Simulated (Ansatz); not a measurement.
# Ti: an axial (c/a) deformation path

One table from this session's results is given with a row withheld; the runs are named, their logs left out.

Computed with Ansatz 0.2.0 (DFT r2SCAN, scalar-relativistic, plane waves, PAW, unless a step's input says otherwise).

### Starting point

It takes space group P6_3/mmc (No. 194, hexagonal). Conventional cell: a = 2.950 Å, b = 2.950 Å, c = 4.686 Å, α = 90.00°, β = 90.00°, γ = 120.00°. Around Ti (site symmetry -6m2) lie 12 Ti at 2.90 to 2.95 Å.

Coordinates:

```cif
data_structure
_symmetry_space_group_name_H-M 'P6_3/mmc'
_symmetry_Int_Tables_number 194
_cell_length_a 2.9500
_cell_length_b 2.9500
_cell_length_c 4.6860
_cell_angle_alpha 90.000
_cell_angle_beta 90.000
_cell_angle_gamma 120.000
_cell_volume 35.32
loop_
_atom_site_label
_atom_site_type_symbol
_atom_site_symmetry_multiplicity
_atom_site_Wyckoff_symbol
_atom_site_fract_x
_atom_site_fract_y
_atom_site_fract_z
_atom_site_occupancy
Ti1 Ti 2 c 0.33333 0.66667 0.25000 1
```

No relaxation comes first: the listed cell is the starting point.

### Zero of energy

The reference gives a free energy of -5008.7442 eV, pressure -2.26 GPa, largest force 0.000 eV/Å and gap on the mesh none (metal). It was computed beforehand with the settings of the runs below.

The first run:

At fixed volume and fractional coordinates, lengths along (0.000, 0.000, 1.000) are scaled against those across it; ρ is that ratio over its starting value.

File input.yaml:

```yaml
crystal:
  lattice:
    - [3.1142159576, 0.0, 0.0]
    - [-1.5571079788, 2.6969901322, 0.0]
    - [0.0, 0.0, 4.2048279924]
  atoms:
    - { symbol: Ti, position: [0.3333333333, 0.6666666667, 0.25] }
    - { symbol: Ti, position: [0.6666666667, 0.3333333333, 0.75] }
basis:
  ecutwfc: 500
kpoints:
  mp_grid: { grid: [24, 24, 12] }
hamiltonian:
  xc: r2scan
scf:
  occupations: { method: gaussian, width: 0.15 }
output:
  forces: true
  stress: true
  eigenvalues: true
  write_density: true
  write_potential: true
  elf: true
  volumetric_format: npy
```

Started as:

```
$ ansatz run input.yaml --threads 1 --pin off --max-ram 2560MiB --backend cpu --events-out ev --progress --plain --runs-dir out
```

Steps of the session up to this table: ρ = 0.850; Point ρ = 1.200; At ρ = 0.920; ρ = 1.100; At ρ = 0.960; ρ = 1.050; Point ρ = 0.800; ρ = 1.300.

One table of the session follows, with a row left open; its other results are not shown here.

The scan, with free energies counted from the undisturbed cell:

| ρ | ΔE (meV/atom) | pressure (GPa) |
| --- | --- | --- |
| 0.800 | 166.0 | -1.4 |
| 0.850 | 95.0 | -1.8 |
| 0.920 | 25.6 | -2.2 |
| 0.960 | ? | ? |
| 1.000 | 0.0 | -2.3 |
| 1.050 | 12.9 | -2.2 |
| 1.100 | 45.9 | -2.2 |
| 1.200 | 148.6 | -2.0 |
| 1.300 | 265.6 | -1.6 |

Estimate the missing values for ρ = 0.960.

Worked estimate for «ΔE (meV/atom)». A straight line through the neighbours (0.920, 25.6) and (1.000, 0.0) gives 25.6 + (0.0 − 25.6) × (0.960 − 0.920) / (1.000 − 0.920) = 12.8; a parabola fitted to 4 rows on both sides gives 5.7.

As computed: ΔE (meV/atom): 5.3; pressure (GPa): -2.3. In «ΔE (meV/atom)» the line misses by +7.5 and the parabola by +0.4.
